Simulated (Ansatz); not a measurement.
# YbPd: the cost of one run

Program: the Python package of Ansatz 0.2.0. Level of theory: DFT r2SCAN, plane waves, PAW. These are calculated values, not measurements.

## 1. The system

It takes space group Pm-3m (No. 221, cubic). The conventional cell has a = 3.447 Å, b = 3.447 Å, c = 3.447 Å, α = 90.00°, β = 90.00°, γ = 90.00°. Around Yb (site symmetry m-3m) lie 8 Pd at 2.99 Å. Around Pd (site symmetry m-3m) lie 8 Yb at 2.99 Å.

The script holds or builds the structure itself.

## 2. The script

push_ybpd.py reads:

```python
"""Energy and force of YbPd as one atom is pushed off its site."""

import warnings

import ansatz as az
import numpy as np
from pymatgen.core import Lattice, Structure
from pymatgen.io.ase import AseAtomsAdaptor


def main() -> None:
    warnings.simplefilter("ignore", az.DeckWarning)

    pmg_structure = Structure(
        Lattice([(3.447, 0.0, 0.0), (0.0, 3.447, 0.0), (0.0, 0.0, 3.447)]),
        ["Yb", "Pd"],
        [
            (0.5, 0.5, 0.5),
            (0.0, 0.0, 0.0),
        ],
    )
    xtal = az.Crystal.from_ase(AseAtomsAdaptor.get_atoms(pmg_structure))

    inverse = np.linalg.inv(np.array(xtal.lattice.vectors))
    home = np.array(xtal.sites[1].position)
    values = np.linspace(-0.05, 0.05, 5)
    energies, pulls = [], []
    for shift in values:
        moved = xtal.move(1, to=home + shift * inverse[0])
        calc = (
            moved.calculation()
            .functional("r2scan")
            .basis(500)
            .kpoints(9)
            .occupations(az.OccupationsMethod.METHFESSEL_PAXTON, width=0.15)  # the run then minimises F = E - TS
            .forces()  # eV per angstrom
        )
        data = calc.run(threads=1).report
        energies.append(data["free_energy_ev"])
        pulls.append(data["forces_ev_ang"][1][0])

    # the force is minus the slope of the free energy
    print("shift (A)   dE (eV)   force along x (eV/A)")
    for shift, e, f in zip(values, energies, pulls):
        print(f"{shift:8.3f} {e - energies[2]:10.5f} {f:12.4f}")
    print(f"stiffness from energies {2 * np.polyfit(values, energies, 2)[0]:.3f}, from forces {-np.polyfit(values, pulls, 1)[0]:.3f} eV/A^2")


if __name__ == "__main__":
    main()
```

## 3. The calls as engine input

The engine receives this input (first run):

```yaml
crystal:
  lattice:
    - [3.447, 0.0, 0.0]
    - [0.0, 3.447, 0.0]
    - [0.0, 0.0, 3.447]
  atoms:
    - { symbol: Yb, position: [0.5, 0.5, 0.5] }
    - { symbol: Pd, position: [-0.01450536698578474, 0.0, 0.0] }
basis:
  ecutwfc: 500.0
kpoints:
  mp_grid:
    grid: [9, 9, 9]
hamiltonian:
  xc: r2scan
scf:
  occupations:
    method: methfessel_paxton
    width: 0.15
output:
  forces: true
```

## 4. The run

Run with:

```
$ python push_ybpd.py
```

**Question.** How long does this script take on 1 thread of Arm Neoverse V2, shared host, and how much memory does it need?

About 2.6 min, with a peak of 0.6 GiB.
